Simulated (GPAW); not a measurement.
# Te2Mo (P6_3/mmc) in GPAW: notebook

The runs below take Te2Mo through dielectric tensor, optical spectrum, with LDA.

Program: GPAW 26.7.0. These are calculated values, not measurements. Logs are shortened: lines on timing, memory, paths and dates and some standing lists are left out, and cuts for length are marked. The log counts tension as positive stress, the text compression.

## Step 1: The crystal as given

It takes space group P6_3/mmc (No. 194, hexagonal). Conventional cell: a = 3.519 Å, b = 3.519 Å, c = 13.964 Å, α = 90.00°, β = 90.00°, γ = 120.00°. Te (site symmetry 3m) is surrounded by 3 Mo at 2.72 Å. Around Mo (site symmetry -6m2) lie 6 Te at 2.72 Å.

## Step 2: Dielectric tensor, LDA

Contents of run.py:

```python
import numpy as np
from ase import Atoms
from ase.dft.bandgap import bandgap
from ase.io import write
from gpaw import GPAW, PW
from gpaw.response.df import DielectricFunction

atoms = Atoms(['Te', 'Te', 'Te', 'Te', 'Mo', 'Mo'],
              cell=[[3.5190000018, 0.0, 0.0],
                    [-1.7595000009, 3.0475433974, 0.0],
                    [0.0, 0.0, 13.964]],
              scaled_positions=[[0.33333333, 0.66666667, 0.62007314],
                                [0.6666666633, 0.3333333367, 0.12007314],
                                [0.33333333, 0.66666667, 0.87992686],
                                [0.6666666633, 0.3333333367, 0.37992686],
                                [0.33333333, 0.66666667, 0.25],
                                [0.6666666633, 0.3333333367, 0.75]],
              pbc=True)

calc = GPAW(mode=PW(500),
            xc='LDA',
            kpts={'size': (7, 7, 2), 'gamma': True},
            occupations={'name': 'fermi-dirac', 'width': 0.001},
            nbands=46,
            convergence={'density': 1e-06},
            maxiter=150,
            txt='gpaw.txt')
atoms.calc = calc
energy = atoms.get_potential_energy()
calc.write('gs.gpw')
write('result.traj', atoms)
print(f'Energy: {energy:.6f} eV')
print('Fermi level:', round(calc.get_fermi_level(), 4), 'eV')
print(f'Gap: {bandgap(calc)[0]:.4f} eV, direct: {bandgap(calc, direct=True)[0]:.4f} eV')

for size in [(7, 7, 2), (10, 10, 3)]:
    name = 'x'.join(str(n) for n in size)
    dense = calc.fixed_density(kpts={'size': size, 'gamma': True},
                               nbands=80, convergence={'bands': 74, 'eigenstates': 1e-7},
                               update_fermi_level=True, txt=f'dense-{name}.txt')
    dense.write(f'{name}.gpw', mode='all')
    df = DielectricFunction(f'{name}.gpw', frequencies=np.array([0.0]), hilbert=False, eta=0.001,
                            ecut=60, nbands=74, intraband=False, txt=f'df-{name}.txt')
    for xc in ['RPA', 'ALDA', 'LR0.1']:
        for direction in ['x', 'y', 'z', [0, 1, 1], [1, 0, 1], [1, 1, 0]]:
            e0, e = df.get_macroscopic_dielectric_constant(xc=xc, direction=direction)
            print(f'{name} {xc} {direction}: {e0:.4f} without, {e:.4f} with local fields')
```

Potentials or basis: the program's PAW data sets (release 1.2.1) made for this functional, pw.

Started as:

```
> OMP_NUM_THREADS=1 python run.py
```

gpaw.txt:

```text
__  _  _
 | _ |_)|_||  |
 |__||  | ||/\| - 26.7.0

Input parameters:
  mode=PW(ecut=500.0),
  convergence={'density': 1e-06},
  kpts=MonkhorstPack(size=(7, 7, 2), gamma=True),
  maxiter=150,
  nbands=46,
  occupations=Occupations(name='fermi-dirac', width=0.001),
  xc=XC(name='LDA')

Diagonalizing LCAO Hamiltonian
Converting LCAO to pw mode

        Te

           Mo
        Te

           Te
        Mo

           Te

Atoms  # Å, Bohr magnetons
|   | symbol |         x |        y |         z |    initial magnetic moments |
|---|--------|-----------|----------|-----------|-----------------------------|
| 0 |     Te | -0.000000 | 2.031696 |  8.658701 | ( 0.0000,  0.0000,  0.0000) |
| 1 |     Te |  1.759500 | 1.015848 |  1.676701 | ( 0.0000,  0.0000,  0.0000) |
| 2 |     Te | -0.000000 | 2.031696 | 12.287299 | ( 0.0000,  0.0000,  0.0000) |
| 3 |     Te |  1.759500 | 1.015848 |  5.305299 | ( 0.0000,  0.0000,  0.0000) |
| 4 |     Mo | -0.000000 | 2.031696 |  3.491000 | ( 0.0000,  0.0000,  0.0000) |
| 5 |     Mo |  1.759500 | 1.015848 | 10.473000 | ( 0.0000,  0.0000,  0.0000) |

Unit cell  # Å
| periodic |         x |        y |         z |   lengths |     angles |
|----------|-----------|----------|-----------|-----------|------------|
|      yes |  3.519000 | 0.000000 |  0.000000 |  3.519000 |  90.000000 |
|      yes | -1.759500 | 3.047543 |  0.000000 |  3.519000 |  90.000000 |
|      yes |  0.000000 | 0.000000 | 13.964000 | 13.964000 | 120.000000 |

Number of symmetries: 12
Symmetry operations  # r_c * U_cc + t_c -> r_c
|    | kind |            matrix            |
|----|------|------------------------------|
|  0 |  σ   |  1, 1, 0,  0,-1, 0,  0, 0, 1 |
|  1 |  S6  |  1, 1, 0, -1, 0, 0,  0, 0,-1 |
|  2 |  E   |  1, 0, 0,  0, 1, 0,  0, 0, 1 |
|  3 |  C2  |  1, 0, 0, -1,-1, 0,  0, 0,-1 |
|  4 |  C2  |  0, 1, 0,  1, 0, 0,  0, 0,-1 |
|  5 |  C3  |  0, 1, 0, -1,-1, 0,  0, 0, 1 |
|  6 |  S6  |  0,-1, 0,  1, 1, 0,  0, 0,-1 |
|  7 |  σ   |  0,-1, 0, -1, 0, 0,  0, 0, 1 |
|  8 |  σ   | -1, 0, 0,  1, 1, 0,  0, 0, 1 |
|  9 |  i   | -1, 0, 0,  0,-1, 0,  0, 0,-1 |
| 10 |  C3  | -1,-1, 0,  1, 0, 0,  0, 0, 1 |
| 11 |  C2  | -1,-1, 0,  0, 1, 0,  0, 0,-1 |

BZ-sampling:
  Number of BZ points: 98
  Number of IBZ points: 16

  Monkhorst-Pack size: [7, 7, 2]
  Monkhorst-Pack shift: [0.0, 0.0, 0.25]

K-points  # in reciprocal-cell coordinates
|     |                                coordinates |     weight |
|-----|--------------------------------------------|------------|
|   0 | (  0.00000000,   0.00000000,   0.00000000) | 0.01020408 |
|   1 | (  0.00000000,   0.00000000,   0.50000000) | 0.01020408 |
|   2 | (  0.14285714,   0.00000000,   0.00000000) | 0.06122449 |
|   3 | (  0.14285714,   0.00000000,   0.50000000) | 0.06122449 |
|   4 | (  0.28571429,  -0.14285714,   0.00000000) | 0.06122449 |
|   5 | (  0.28571429,  -0.14285714,   0.50000000) | 0.06122449 |
|   6 | (  0.28571429,   0.00000000,   0.00000000) | 0.06122449 |
|   7 | (  0.28571429,   0.00000000,   0.50000000) | 0.06122449 |
|   8 | (  0.42857143,  -0.14285714,   0.00000000) | 0.12244898 |
|   9 | (  0.42857143,  -0.14285714,   0.50000000) | 0.12244898 |
| ... |                                            |            |
|  15 | (  0.42857143,   0.42857143,   0.50000000) | 0.06122449 |

Plane wave coefficients: 3827
Cutoff: 500.0 eV

Spin-components: 1 (collinear spins)
Bands:           46
Projectors:      32
Spin-degeneracy: 2
Datatype:        complex128

Parallelization:
  kpt:    1
  domain: 1
  band:   1

Density:
  Valence electrons: 52.0
  Components: 1
  Grid points: [20 20 75]
  Charge: 0.0  # |e|

Potential:
  Grid points: [20 20 75]

species:
  Te:
    name:    Tellurium
    Z:       52.0
    valence: 6
    core:    46
    charge:  0.0  # [|e|]
    compensation charges:
      type: gauss
      rc: 0.36  # [Å]
      lmax: 2
    cutoffs:
      filter: 2.09  # [Å]
      core: 3.17  # [Å]
    projectors
    | kind |    occ | energy [eV] | rcut [Å] |
    |------|--------|-------------|----------|
    |   5s |  2.000 |     -15.337 |    1.180 |
    |   5p |  4.000 |      -6.113 |    1.196 |
    |    s |        |      11.875 |    1.180 |
    |    p |        |      21.098 |    1.196 |
    |    d |        |       0.000 |    1.238 |

    Using partial waves for Te as LCAO basis

  Mo:
    name:    Molybdenum
    Z:       42.0
    valence: 14
    core:    28
    charge:  0.0  # [|e|]
    compensation charges:
      type: gauss
      rc: 0.38  # [Å]
      lmax: 2
    cutoffs:
      filter: 2.16  # [Å]
      core: 1.42  # [Å]
    projectors
    | kind |    occ | energy [eV] | rcut [Å] |
    |------|--------|-------------|----------|
    |   4s |  2.000 |     -64.384 |    1.238 |
    |   5s |  1.000 |      -4.319 |    1.238 |
    |   4p |  6.000 |     -38.595 |    1.296 |
    |   5p |  0.000 |      -1.161 |    1.296 |
    |   4d |  5.000 |      -3.933 |    1.296 |
    |    d |        |      23.278 |    1.296 |

    Using partial waves for Mo as LCAO basis

Reference energy: -958589.610648  # eV

eigensolver:
  PPCG
  Converge bands: occupied
  niter=2

density mixing:
  MSR1-Mixer
  Pratt-step length: 0.05
  Maximum mixing coefficient: 0.75
  Old densities: 10
  SVD Regularization: 0.005
  Good broyden scale: 1.0
  Trust region scale: 1.0
  Backstep threshold: 4.0
  History deletion threshold: 6.0
  Fourier metric: weight=20.0, sigma=0.015

occupation numbers:
  Fermi-Dirac:
    width: 0.0010  # eV

poisson solver:
  ecut: 4000.0  # eV

xc functional:
  name: None

convergence criteria:
- Maximum integral of absolute [dens]ity change: 1e-06 electrons / valence electron
- Maximum [total energy] change in last 3 cyles: 0.0005 eV / valence electron
- Maximum integral of absolute [eigenst]ate change: 4e-08 eV^2 / valence electron
maximum number of iterations: 150

SCF iterations
|iter     | |      energy | eigst |  dens |
|---------|-|-------------|-------|-------|
|iter:   1| |  -43.780296 | +0.41 |       |
|iter:   2| |  -43.544825 | -1.46 | -1.09 |
|iter:   3| |  -42.751556 | -1.46 | -1.12 |
|iter:   4| |  -42.412037 | -1.76 | -1.36 |
|iter:   5| |  -42.355614 | -2.53 | -1.79 |
|iter:   6| |  -42.419266 | -3.12 | -2.14 |
|iter:   7| |  -42.352094 | -3.35 | -1.95 |
|iter:   8| |  -42.352104 | -5.15 | -2.94 |
|iter:   9| |  -42.352100c| -6.05 | -3.32 |
|iter:  10| |  -42.352099c| -7.35 | -4.16 |
|iter:  11| |  -42.352099c| -8.10c| -4.94 |
|iter:  12| |  -42.352099c| -8.50c| -5.47 |
|iter:  13| |  -42.352099c| -8.99c| -5.97 |
|iter:  14| |  -42.352099c| -9.30c| -6.53c|

Converged in 14 steps
Energy contributions relative to reference atoms: (reference = -958589.610648)

Energy contributions:
  Kinetic:           8.480224
  Coulomb:         -16.406674
  Zero:             -0.170556
  External:          0.000000
  Xc:              -34.255093
  Entropy:          -0.000000
  Spinorbit:         0.000000
  ----------------------------
  Free energy:     -42.352099
  Extrapolated:    -42.352099

dipole moment: (-0.000102, -0.000174, -0.000801)  # |e|*Ang

Fermi level: 8.461
Eigenvalues  # (at kpt = [0.000, 0.000, 0.000])
| band index |      eig [eV] | occ [0-2] |
|------------|---------------|-----------|
|          0 |       -52.877 |     2.000 |
|        ... |               |           |
|         18 |         6.061 |     2.000 |
|         19 |         6.767 |     2.000 |
|         20 |         6.812 |     2.000 |
|         21 |         6.812 |     2.000 |
|         22 |         6.849 |     2.000 |
|         23 |         6.849 |     2.000 |
|         24 |         7.526 |     2.000 |
|         25 |         7.826 |     2.000 |
|         26 |        10.693 |     0.000 |
|         27 |        10.693 |     0.000 |
|         28 |        10.833 |     0.000 |
|         29 |        10.833 |     0.000 |
|         30 |        10.896 |     0.000 |
|         31 |        10.896 |     0.000 |
|         32 |        11.157 |     0.000 |
|         33 |        11.157 |     0.000 |
|        ... |               |           |
|         45 |        18.824 |     0.000 |

Gap: 0.799 eV
Transition (v -> c):
  (s=0, k=0, n=25, [0.00, 0.00, 0.00]) -> (s=0, k=8, n=26, [0.43, -0.14, 0.00])
Direct/indirect transitions are different
Direct gap: 1.221 eV
Transition at: (s=0, k=12, n=25, [0.43, 0.29, 0.00])
# Writing to gs.gpw (mode='')
```

df-7x7x2.txt:

```text
FrequencyGridDescriptor(from 0.000 to 0.000 eV, 1 points)
FrequencyGridDescriptor(from 0.000 to 0.000 eV, 1 points)

Calculating chi0 body with:
    Ground state adapter containing:
    Number of spins: 1
    Number of kpoints: 98
    Number of irreducible kpoints: 16
    Number of completely occupied states: 26
    Number of partially occupied states: 26

    Linear response parametrization:
[... 375 lines left out ...]
      (4,2)   0.00000004  0.00000000  yes
      (4,3)   0.00000000  0.00000000  yes
      (4,4)   0.00000003  0.00000000  yes
      In total: 0.9999994660349665 of the surface norm square is covered on average
      In total: 0.9999994660349665 of the surface norm square could be covered on average

Finished calculating f(G)
Calculating LR kernel with alpha = 0.1
Calculating LR kernel with alpha = 0.1
Calculating LR kernel with alpha = 0.1
Calculating LR kernel with alpha = 0.1
Calculating LR kernel with alpha = 0.1
Calculating LR kernel with alpha = 0.1
```

Wall time 31 min (1 thread of AMD EPYC, shared host); peak memory 1.9 GiB.

What came out:

```
Free energy                             : -42.3521 eV
Band gap on the k mesh                  : 0.80 eV, indirect (least direct gap 1.22 eV)
Electronic dielectric tensor (diagonal) : 18.56, 18.56, 10.51
```

Electronic dielectric tensor:
```
18.56  0.00  0.00
 0.00 18.56  0.00
 0.00  0.00 10.51
```

Caveat: the long-wavelength limit can be off by several per cent where d states take part; spin-orbit coupling is left out, which moves the levels of the heavy elements; an odd mesh through Γ misses points on the zone boundary, where band edges often lie.

(Part 1 of 2 ends here.)
